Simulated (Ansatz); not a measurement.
# CH₈AlBSi₂: how energies converge with the basis set

Aim: see how fast density functionals converge with the basis set for CH₈AlBSi₂.

Method: one geometry, several basis sets; program: Ansatz 0.2.0, Gaussian basis.

Levels to be run: PBE0-D4/def2-SVP; ωB97M-V/def2-SVP; PBE0-D4/def2-QZVPP; ωB97M-V/def2-QZVPP; the functionals' def2-TZVPP values are taken from earlier runs.

### 1 Structure used throughout

An earlier PBE0-D4 in a triple-zeta def2 set relaxation fixed the geometry.

SMILES `[AlH2][CH]1[SiH2]B1[SiH3]`, 13 atoms, charge 0, spin multiplicity 1.

Atoms are counted from 1 here; the program's logs count them from 0.

Bond lengths: Al1–C2 2.017 Å, Al1–H6 1.581 Å, Al1–H7 1.582 Å, C2–Si3 1.892 Å, C2–B4 1.463 Å, C2–H8 1.091 Å, Si3–B4 1.950 Å, Si3–H9 1.482 Å, Si3–H10 1.542 Å, B4–Si5 1.984 Å, Si5–H11 1.490 Å, Si5–H12 1.489 Å, Si5–H13 1.489 Å. Angles: C2–Al1–H6 119.5°, C2–Al1–H7 113.7°, H6–Al1–H7 123.8°, Al1–C2–Si3 82.0°, Al1–C2–B4 122.0°, Al1–C2–H8 104.2°, Si3–C2–B4 69.7°, Si3–C2–H8 141.8°, B4–C2–H8 129.4°, C2–Si3–B4 44.7°, C2–Si3–H9 124.1°, C2–Si3–H10 101.2°, B4–Si3–H9 134.5°, B4–Si3–H10 119.0°, H9–Si3–H10 106.2°, C2–B4–Si3 65.5°, C2–B4–Si5 147.7°, Si3–B4–Si5 143.9° and more.

### 2 PBE0-D4 in def2-SVP

in.yaml reads:

```yaml
crystal:
  periodic: [false, false, false]
  atoms:
    - {symbol: Al, position_ang: [-0.589595, 1.918309, 1.258676]}
    - {symbol: C, position_ang: [-0.816059, 0.048382, 0.535997]}
    - {symbol: Si, position_ang: [-0.513072, 0.932952, -1.109143]}
    - {symbol: B, position_ang: [0.242379, -0.626795, -0.214448]}
    - {symbol: Si, position_ang: [1.305251, -2.277979, -0.497800]}
    - {symbol: H, position_ang: [0.828844, 2.385320, 1.776727]}
    - {symbol: H, position_ang: [-1.951376, 2.606375, 1.678467]}
    - {symbol: H, position_ang: [-1.613365, -0.378703, 1.145205]}
    - {symbol: H, position_ang: [-1.550823, 1.133319, -2.148346]}
    - {symbol: H, position_ang: [-0.111908, 2.340206, -0.624396]}
    - {symbol: H, position_ang: [0.923544, -2.892910, -1.799727]}
    - {symbol: H, position_ang: [2.751192, -1.929642, -0.561139]}
    - {symbol: H, position_ang: [1.115287, -3.293632, 0.574625]}
basis:
  gaussian: {orbitals: def2-SVP}
hamiltonian: {xc: pbe0, dispersion: d4}
output: {orbitals: {seedname: orbitals}}
```

The runs that follow: ωB97M-V in def2-SVP; PBE0-D4 in def2-QZVPP; ωB97M-V in def2-QZVPP.

**Question.** What will the summary of the whole plan be? Wanted: PBE0-D4: double and triple zeta above quadruple; ωB97M-V: double and triple zeta above quadruple.

**Answer**, as computed:

| quantity | value |
| --- | --- |
| PBE0-D4: double and triple zeta above quadruple | 10.58, 0.84 eV |
| ωB97M-V: double and triple zeta above quadruple | 10.67, 0.79 eV |

**Reading.** For PBE0-D4 the step from double to triple zeta gains 9.74 eV and the next only 0.84 eV. Total energies overstate the basis error of differences, where much of it tends to cancel.
